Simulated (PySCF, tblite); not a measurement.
# C₈H₁₆N₂: geometry, infrared bands and NMR shifts

Aim: predict the infrared bands and NMR shifts of C₈H₁₆N₂ (`CC/C=N\N(C)C1CCC1`).

Programs: tblite 0.8.0 and PySCF 2.14.0, with density-fitted response routines of our own. Each step states its level of theory. These are calculated values for one molecule in the gas phase, unless marked as measured. Atoms are numbered from 0 throughout.

## Step 1: The molecule as given

26 atoms, charge 0, multiplicity 1; geometry from: force field or distance geometry start.

Bonds of the start (Å): C0–C1 1.53, C1–C2 1.50, C2–N3 1.30, N3–N4 1.38, N4–C5 1.46, N4–C6 1.48, C6–C7 1.55, C7–C8 1.54, C8–C9 1.55, C9–C6 1.56, C0–H10 1.10, C0–H11 1.10, C0–H12 1.08, C1–H13 1.08, C1–H14 1.10, C2–H15 1.10, C5–H16 1.09, C5–H17 1.10, C5–H18 1.09, C6–H19 1.09, C7–H20 1.10, C7–H21 1.09, C8–H22 1.09, C8–H23 1.09, C9–H24 1.10, C9–H25 1.10.

## Step 2: Relaxing the molecule with GFN2-xTB

Job settings and geometry (Å):

```
{"job": {"kind": "relax", "xc": "GFN2-xTB", "basis": "xTB"}, "charge": 0, "multiplicity": 1}
C     -2.716900    -1.419100     0.584500
C     -2.443100     0.008700     0.123800
C     -1.805600    -0.023100    -1.236100
N     -0.615700     0.361200    -1.581000
N      0.161000     0.895100    -0.579800
C     -0.005700     2.324000    -0.332900
C      1.532300     0.336900    -0.478300
C      1.615100    -1.209300    -0.386900
C      2.753300    -1.030100     0.631500
C      2.119300     0.342500     0.963200
H     -3.388100    -1.931800    -0.123600
H     -3.214100    -1.417500     1.568000
H     -1.805800    -1.996300     0.669900
H     -3.371900     0.563800     0.058300
H     -1.805600     0.509300     0.871000
H     -2.450300    -0.423500    -2.035500
H     -1.061100     2.589500    -0.318100
H      0.431600     2.562900     0.642900
H      0.509100     2.889900    -1.111400
H      2.212700     0.761700    -1.221400
H      0.718500    -1.693200     0.036300
H      1.885500    -1.722900    -1.315000
H      3.749700    -0.954000     0.188500
H      2.769400    -1.754400     1.450500
H      2.836400     1.149900     1.176200
H      1.369200     0.302400     1.768800
```

Launch:

```sh
$ OMP_NUM_THREADS=1 python probes_run.py task.json out
```

One launch serves the whole session: the jobs run in the order shown.

Standard output:

```text
step      E/eV     max force
  0    -845.24910    2.595
  1    -845.40628    1.583
  2    -845.45982    0.941
  3    -845.50585    0.559
  4    -845.53378    0.355
  5    -845.54268    0.281
  6    -845.56335    0.344
  7    -845.57576    0.293
  8    -845.58741    0.250
  9    -845.59611    0.197
 10    -845.60419    0.197
 11    -845.61013    0.160
 12    -845.61487    0.161
 13    -845.61852    0.130
 14    -845.62157    0.129
 15    -845.62433    0.117
 16    -845.62711    0.109
 17    -845.63010    0.106
 18    -845.63356    0.137
 19    -845.63758    0.140
 20    -845.64192    0.147
 21    -845.64592    0.159
 22    -845.64906    0.127
 23    -845.65160    0.104
 24    -845.65397    0.111
 25    -845.65622    0.103
 26    -845.65810    0.080
 27    -845.65954    0.078
 28    -845.66083    0.080
 29    -845.66223    0.100
 30    -845.66373    0.102
 31    -845.66507    0.078
 32    -845.66620    0.071
 33    -845.66726    0.071
 34    -845.66837    0.072
 35    -845.66943    0.060
 36    -845.67034    0.068
 37    -845.67111    0.067
 38    -845.67186    0.061
 39    -845.67265    0.056
 40    -845.67341    0.052
 41    -845.67408    0.056
 42    -845.67469    0.054
 43    -845.67535    0.055
 44    -845.67619    0.070
 45    -845.67734    0.079
 46    -845.67886    0.078
 47    -845.68073    0.096
 48    -845.68276    0.096
 49    -845.68458    0.084
 50    -845.68617    0.086
 51    -845.68776    0.066
 52    -845.68924    0.070
 53    -845.69050    0.072
 54    -845.69162    0.072
 55    -845.69288    0.073
 56    -845.69438    0.074
 57    -845.69595    0.092
 58    -845.69720    0.087
 59    -845.69812    0.111
 60    -845.69943    0.090
 61    -845.70113    0.063
 62    -845.70200    0.064
 63    -845.70280    0.064
 64    -845.70345    0.059
 65    -845.70418    0.044
 66    -845.70483    0.039
 67    -845.70544    0.059
 68    -845.70607    0.076
 69    -845.70704    0.088
 70    -845.70858    0.091
 71    -845.71064    0.102
 72    -845.71257    0.093
 73    -845.71425    0.073
 74    -845.71573    0.074
 75    -845.71712    0.081
 76    -845.71849    0.091
 77    -845.72011    0.097
 78    -845.72221    0.106
 79    -845.72365    0.105
 80    -845.72590    0.106
 81    -845.72851    0.111
 82    -845.73153    0.127
 83    -845.73441    0.105
 84    -845.73702    0.100
 85    -845.73944    0.105
 86    -845.74215    0.102
 87    -845.74500    0.132
 88    -845.74772    0.153
 89    -845.75090    0.102
 90    -845.75501    0.127
 91    -845.75750    0.128
 92    -845.76177    0.124
 93    -845.76525    0.143
 94    -845.76868    0.186
 95    -845.77262    0.142
 96    -845.77657    0.138
 97    -845.78204    0.198
 98    -845.78701    0.203
 99    -845.79420    0.212
100    -845.80005    0.188
101    -845.80499    0.207
102    -845.80956    0.188
103    -845.81498    0.189
104    -845.82024    0.123
105    -845.82317    0.115
106    -845.82609    0.104
107    -845.82951    0.117
108    -845.83187    0.102
109    -845.83346    0.060
110    -845.83421    0.069
111    -845.83480    0.057
112    -845.83537    0.056
113    -845.83607    0.054
114    -845.83654    0.051
115    -845.83709    0.052
116    -845.83775    0.059
117    -845.83863    0.065
118    -845.83975    0.068
119    -845.84100    0.080
120    -845.84220    0.067
121    -845.84337    0.091
122    -845.84467    0.107
123    -845.84616    0.095
124    -845.84780    0.088
125    -845.84932    0.121
126    -845.85089    0.141
127    -845.85231    0.131
128    -845.85439    0.106
129    -845.85656    0.087
130    -845.85799    0.161
131    -845.85933    0.088
132    -845.86054    0.092
133    -845.86221    0.089
134    -845.86299    0.058
135    -845.86411    0.062
136    -845.86469    0.053
137    -845.86525    0.046
138    -845.86579    0.041
139    -845.86654    0.043
140    -845.86694    0.046
141    -845.86760    0.049
142    -845.86827    0.052
143    -845.86913    0.063
144    -845.87004    0.074
145    -845.87109    0.086
146    -845.87199    0.104
147    -845.87376    0.147
148    -845.87623    0.129
149    -845.88073    0.159
150    -845.88557    0.206
151    -845.88090    0.262
152    -845.89221    0.188
153    -845.89526    0.160
154    -845.90006    0.144
155    -845.90245    0.183
156    -845.90687    0.127
157    -845.90663    0.200
158    -845.90979    0.108
159    -845.91130    0.109
160    -845.91301    0.075
161    -845.91471    0.066
162    -845.91550    0.064
163    -845.91647    0.055
164    -845.91724    0.055
165    -845.91776    0.054
166    -845.91825    0.043
167    -845.91881    0.039
168    -845.91917    0.044
169    -845.91957    0.043
170    -845.91989    0.039
171    -845.92022    0.043
172    -845.92062    0.034
173    -845.92107    0.041
174    -845.92157    0.044
175    -845.92214    0.047
176    -845.92273    0.045
177    -845.92327    0.048
178    -845.92388    0.047
179    -845.92461    0.055
180    -845.92493    0.086
181    -845.92599    0.058
182    -845.92653    0.055
183    -845.92728    0.053
184    -845.92765    0.043
185    -845.92837    0.046
186    -845.92890    0.045
187    -845.92934    0.085
188    -845.92980    0.060
189    -845.93049    0.050
190    -845.93161    0.055
191    -845.93256    0.068
192    -845.93443    0.100
193    -845.93602    0.088
194    -845.93771    0.088
195    -845.93896    0.081
196    -845.93861    0.179
197    -845.94142    0.106
198    -845.94258    0.069
199    -845.94437    0.061
200    -845.94514    0.084
201    -845.94609    0.061
202    -845.94702    0.050
203    -845.94764    0.044
204    -845.94829    0.059
205    -845.94902    0.060
206    -845.94971    0.062
207    -845.95046    0.075
208    -845.95121    0.064
209    -845.95235    0.062
210    -845.95337    0.064
211    -845.95463    0.072
212    -845.95583    0.073
213    -845.95668    0.097
214    -845.95794    0.073
215    -845.95894    0.072
216    -845.95998    0.058
217    -845.96042    0.053
218    -845.96096    0.041
219    -845.96127    0.030
220    -845.96143    0.025
221    -845.96151    0.015
222    -845.96156    0.012
223    -845.96159    0.012
224    -845.96163    0.015
225    -845.96167    0.014
226    -845.96171    0.015
227    -845.96175    0.014
228    -845.96178    0.012
229    -845.96182    0.011
230    -845.96185    0.010
231    -845.96188    0.010
```

It took 1.7 s on 1 thread of Arm Neoverse V2, shared host.

Step by step: (not every step is listed)

```
step  energy from step 0 (eV)  largest force (eV/Å)
   0                   0.0000                2.5947
   1                  -0.1572                1.5834
   2                  -0.2107                0.9407
   3                  -0.2568                0.5591
   4                  -0.2847                0.3553
   5                  -0.2936                0.2810
   6                  -0.3143                0.3441
   7                  -0.3267                0.2935
   8                  -0.3383                0.2503
  29                  -0.4131                0.0997
  50                  -0.4371                0.0863
  71                  -0.4615                0.1015
  92                  -0.5127                0.1241
 113                  -0.5870                0.0542
 134                  -0.6139                0.0581
 155                  -0.6534                0.1831
 176                  -0.6736                0.0453
 197                  -0.6923                0.1061
 218                  -0.7119                0.0407
 226                  -0.7126                0.0151
 227                  -0.7127                0.0139
 228                  -0.7127                0.0118
 229                  -0.7127                0.0110
 230                  -0.7128                0.0105
 231                  -0.7128                0.0098
```

Close pairs (by a distance rule), those that changed most:

```
  bond  before (Å)  after (Å)  change (Å)
 N3–N4       1.375      1.330      -0.045
 N4–C6       1.484      1.446      -0.038
 C2–N3       1.297      1.265      -0.032
C7–H20       1.103      1.086      -0.017
C2–H15       1.102      1.085      -0.017
 C6–C7       1.551      1.536      -0.015
C0–H10       1.102      1.088      -0.014
C0–H11       1.102      1.088      -0.014
```

The final coordinates are the input of the step that follows.

## Step 3: Harmonic vibrations with GFN2-xTB

Job settings and geometry (Å):

```
{"job": {"kind": "ir", "xc": "GFN2-xTB", "basis": "xTB"}, "charge": 0, "multiplicity": 1}
C     -3.871329    -0.826165     0.542593
C     -2.723488     0.011636    -0.011336
C     -1.490047    -0.837263    -0.214956
N     -0.270986    -0.568619    -0.419406
N      0.344376     0.599131    -0.580199
C     -0.221140     1.889100    -0.231242
C      1.782288     0.506614    -0.462445
C      2.443080    -0.778493    -0.983470
C      3.300352    -0.833852     0.289568
C      2.385775     0.217252     0.932528
H     -4.114661    -1.639452    -0.137863
H     -4.761117    -0.214185     0.678102
H     -3.598988    -1.255288     1.504932
H     -3.029101     0.443127    -0.971371
H     -2.521667     0.835311     0.676317
H     -1.680841    -1.905518    -0.210840
H     -1.191251     2.010182    -0.707186
H     -0.325748     2.019429     0.852694
H      0.443590     2.665716    -0.607241
H      2.210311     1.404179    -0.915487
H      1.719184    -1.586180    -1.037611
H      2.972349    -0.692268    -1.929102
H      4.312138    -0.465822     0.130782
H      3.347731    -1.796328     0.793247
H      2.871708     1.049456     1.437979
H      1.646436    -0.229088     1.594288
```

Standard output:

```text
mode    cm-1     km/mol
  1      40.6      0.02
  2      47.0      1.73
  3      74.9      0.74
  4      95.1      0.36
  5     138.7      1.98
  6     164.2      1.55
  7     208.0      0.11
  8     232.6      0.88
  9     241.0      1.17
 10     314.4      0.36
 11     352.0      5.78
 12     413.9      5.81
 13     464.4      1.56
 14     493.5      7.54
 15     625.3      4.40
 16     730.2     19.73
 17     763.4      3.69
 18     790.5      2.89
 19     812.2      0.52
 20     840.3      3.79
 21     858.9      5.93
 22     923.9     19.63
 23     967.1     17.79
 24     987.1      8.74
 25    1030.3     41.18
 26    1032.7      0.10
 27    1057.7      2.48
 28    1061.2      7.37
 29    1075.1     13.32
 30    1086.7     13.95
 31    1091.1      7.36
 32    1109.8      3.53
 33    1123.2     22.99
 34    1182.0     21.64
 35    1184.9      7.63
 36    1202.8     18.91
 37    1227.7      2.42
 38    1240.8      1.93
 39    1246.3      6.26
 40    1248.9      0.84
 41    1258.7      0.64
 42    1266.1     92.51
 43    1306.1      1.05
 44    1335.0     19.70
 45    1381.4     47.84
 46    1405.7      5.11
 47    1415.3      1.53
 48    1456.0      1.67
 49    1463.9      3.42
 50    1465.4      1.60
 51    1487.4      3.45
 52    1489.8      0.18
 53    1496.9      7.44
 54    1506.0      1.98
 55    1508.7      3.23
 56    1732.6     57.87
 57    2904.8     43.82
 58    2918.8     45.78
 59    2942.2     40.75
 60    2979.0     22.70
 61    2997.6      7.98
 62    3007.6     38.43
 63    3010.1     77.23
 64    3011.5     15.01
 65    3015.7     18.61
 66    3020.5     51.15
 67    3023.3     93.03
 68    3025.2     60.21
 69    3028.6     53.70
 70    3035.3     39.40
 71    3039.1     24.06
 72    3048.1     19.66
```

Run time: 1 s. Hardware: 1 thread of Arm Neoverse V2, shared host.

Which atoms move in the most intense modes:

```
cm⁻¹  km/mol                         atoms
1266    92.5              N4 36 %, C6 13 %
1381    47.8                      H15 55 %
1733    57.9              C2 49 %, N3 48 %
3010    77.2            H15 71 %, H18 12 %
3020    51.1  H23 40 %, H22 27 %, H21 20 %
3023    93.0  H25 48 %, H21 24 %, H23 11 %
3025    60.2            H11 75 %, H12 12 %
3029    53.7            H12 55 %, H10 29 %
```

## Step 4: Shielding tensors: PBE0/pcSseg-1

Same as in step 3 but for these lines:

```diff
@@ -1,2 +1,2 @@
-{"job": {"kind": "ir", "xc": "GFN2-xTB", "basis": "xTB"}, "charge": 0, "multiplicity": 1}
+{"job": {"kind": "nmr", "xc": "PBE0", "basis": "pcSseg-1"}, "charge": 0, "multiplicity": 1}
 C     -3.871329    -0.826165     0.542593
```

Method: GIAO PBE0/pcSseg-1 NMR shielding, non-relativistic, gas phase.

Standard output:

```text
coarse grid: 20736 points
cycle   1  E = -423.2206106251  dE =  1.313e+00  |g| = 4.780e-01  |ddm| = 4.513e+00
cycle   2  E = -423.2106379612  dE =  9.973e-03  |g| = 5.397e-01  |ddm| = 9.480e-01
cycle   3  E = -423.2802277867  dE = -6.959e-02  |g| = 9.252e-02  |ddm| = 4.914e-01
cycle   4  E = -423.2814286657  dE = -1.201e-03  |g| = 5.582e-02  |ddm| = 1.341e-01
cycle   5  E = -423.2821023734  dE = -6.737e-04  |g| = 1.361e-02  |ddm| = 5.637e-02
cycle   6  E = -423.2821373897  dE = -3.502e-05  |g| = 5.209e-03  |ddm| = 1.488e-02
cycle   7  E = -423.2821431731  dE = -5.783e-06  |g| = 1.005e-03  |ddm| = 4.887e-03
final grid: 197600 points
cycle   8  E = -423.3430874052  dE = -8.104e-05  |g| = 1.098e-02  |ddm| = 4.779e-02
cycle   9  E = -423.3430773845  dE =  1.002e-05  |g| = 1.277e-02  |ddm| = 2.184e-02
cycle  10  E = -423.3431182587  dE = -4.087e-05  |g| = 1.546e-03  |ddm| = 1.203e-02
cycle  11  E = -423.3431187478  dE = -4.892e-07  |g| = 5.885e-04  |ddm| = 1.816e-03
cycle  12  E = -423.3431188195  dE = -7.170e-08  |g| = 1.739e-04  |ddm| = 6.037e-04
cycle  13  E = -423.3431188261  dE = -6.612e-09  |g| = 4.498e-05  |ddm| = 2.123e-04
cycle  14  E = -423.3431188266  dE = -4.043e-10  |g| = 1.308e-05  |ddm| = 4.965e-05
converged SCF energy = -423.3431188266

GIAO shielding tensors (ppm)
atom      isotropic    diamagn.    paramagn.     s11        s22        s33       span
  0 C      171.186     244.284     -73.098    158.928    168.976    185.655     26.727
  1 C      160.878     252.982     -92.104    154.757    159.812    168.063     13.306
  2 C       55.084     253.096    -198.012    -26.969     84.533    107.689    134.658
  3 N     -105.754     330.005    -435.759   -391.098   -135.516    209.352    600.450
  4 N      127.136     328.014    -200.878     59.951    136.354    185.104    125.153
  5 C      145.488     249.631    -104.144    122.284    134.127    180.053     57.769
  6 C      122.911     244.927    -122.016     99.515    112.896    156.323     56.808
  7 C      161.185     248.215     -87.030    138.837    162.332    182.385     43.548
  8 C      172.852     254.489     -81.637    162.112    173.574    182.869     20.757
  9 C      159.620     249.749     -90.130    145.658    154.407    178.793     33.135
 10 H       30.540      28.012       2.528     26.728     28.327     36.565      9.838
 11 H       30.485      26.032       4.453     25.909     28.183     37.362     11.453
 12 H       30.584      29.006       1.578     26.586     28.861     36.305      9.720
 13 H       29.338      32.054      -2.716     24.123     30.262     33.629      9.506
 14 H       29.112      34.425      -5.314     22.939     30.367     34.028     11.089
 15 H       25.635      35.161      -9.526     21.095     26.261     29.548      8.453
 16 H       28.071      33.062      -4.991     23.066     28.172     32.974      9.908
 17 H       28.643      32.930      -4.287     25.417     26.631     33.883      8.466
 18 H       29.213      31.981      -2.768     24.833     28.277     34.529      9.696
 19 H       28.251      33.334      -5.083     24.312     29.502     30.939      6.627
 20 H       28.146      31.376      -3.230     24.271     28.307     31.859      7.588
 21 H       29.738      30.403      -0.665     25.974     26.801     36.439     10.465
 22 H       30.101      29.754       0.347     26.946     27.165     36.192      9.245
 23 H       30.106      29.623       0.483     26.044     27.327     36.948     10.904
 24 H       29.737      31.225      -1.488     25.631     27.941     35.639     10.009
 25 H       29.832      32.432      -2.600     26.659     29.545     33.290      6.631
```

It took 53 s on 1 thread of Arm Neoverse V2, shared host; peak memory 1.1 GiB.

The references, computed at this level on geometries of the same kind, shield at (ppm): ¹H TMS 31.72, ¹³C TMS 186.9, ¹⁵N NH3 267.7. Their shielding less the atom's gives the shift. The references are single molecules in the gas phase, so shifts against H2O, NH3, PH3, H3PO4 or CFCl3 are not on the usual liquid scales and can be off by tens of ppm. Atoms listed in one row are averaged.

```
        atoms                              environment  σ (ppm)  δ (ppm)  δ scaled to CDCl3
           C2                               C=N carbon     55.1    131.8              126.8
           C6                       sp3 CH bonded to N    122.9     64.0               60.6
           C5                methyl carbon bonded to N    145.5     41.4               38.5
       C7, C9                        sp3 CH2 in a ring    160.4     26.5               24.0
           C1                                  sp3 CH2    160.9     26.0               23.5
           C0                            methyl carbon    171.2     15.7               13.4
           C8                        sp3 CH2 in a ring    172.9     14.1               11.8
          H15                 hydrogen on a C=N carbon    25.63     6.08               5.84
          H19        hydrogen on an sp3 CH bonded to N    28.25     3.47               3.37
H16, H17, H18  hydrogen on a methyl carbon bonded to N    28.64     3.07               3.00
     H20, H25         hydrogen on an sp3 CH2 in a ring    28.99     2.73               2.68
     H13, H14                   hydrogen on an sp3 CH2    29.22     2.49               2.46
     H21, H24         hydrogen on an sp3 CH2 in a ring    29.74     1.98               1.97
          H22         hydrogen on an sp3 CH2 in a ring    30.10     1.62               1.63
          H23         hydrogen on an sp3 CH2 in a ring    30.11     1.61               1.62
H10, H11, H12              hydrogen on a methyl carbon    30.54     1.18               1.22
           N3                           imine nitrogen   -105.8    373.5                  –
           N4                nitrogen bonded to 2 C, N    127.1    140.6                  –
```

The scaled column applies a straight-line fit of computed shieldings to shifts measured in CDCl3 (root-mean-square error 0.16 ppm for H, 1.9 ppm for C).

Charges from the same density, by scheme (e):

```
 atoms  Mulliken    IAO  Hirshfeld  ESP fit
    C0     -0.27  -0.41      -0.12    -0.47
    C1     -0.31  -0.29      -0.08     0.10
    C2      0.03  -0.09      -0.01     0.12
    N3     -0.23  -0.18      -0.08    -0.34
    N4     -0.45  -0.09      -0.02    -0.13
    C5     -0.07  -0.32      -0.07    -0.19
    C6     -0.07  -0.01       0.02     0.18
C7, C9     -0.14  -0.28      -0.08    -0.15
    C8     -0.24  -0.27      -0.07    -0.10
```

Mayer bond orders: C0–C1 1.06, C1–C2 0.97, C2–N3 1.86, N3–N4 1.13, N4–C5 0.93, N4–C6 0.92, C6–C7 1.02, C7–C8 1.04, C8–C9 1.05, C9–C6 1.00.

Ring of atoms C6, C7, C8, C9: NICS(0) -1.2, NICS(1) -1.2, NICS(1)zz 2.7 ppm (means of both faces).

## Step 5: Summary of results

```
                                                               quantity                                                     value
                              strongest single infrared mode (GFN2-xTB)                                      3023 cm⁻¹, 93 km/mol
                                           zero-point energy (GFN2-xTB)                                            144.0 kcal/mol
¹³C shifts against TMS (PBE0/pcSseg-1, means over atoms taken as alike)             131.8, 64.0, 41.4, 26.5, 26.0, 15.7, 14.1 ppm
 ¹H shifts against TMS (PBE0/pcSseg-1, means over atoms taken as alike)  6.08, 3.47, 3.07, 2.73, 2.49, 1.98, 1.62, 1.61, 1.18 ppm
                                 ¹⁵N shifts against NH3 (PBE0/pcSseg-1)                                          373.5, 140.6 ppm
```

What this shows: Relaxing lowered the energy by 0.713 eV in 231 steps; the close pair that moved most is N3–N4, from 1.375 to 1.330 Å. No mode is imaginary among the 72: a minimum at this level. Unscaled tight-binding wavenumbers are off by several per cent, some by more. Its intensities can rank the bands wrongly. At PBE0/pcSseg-1: The largest span, 600 ppm, is at N3, where the paramagnetic term is -436 ppm.
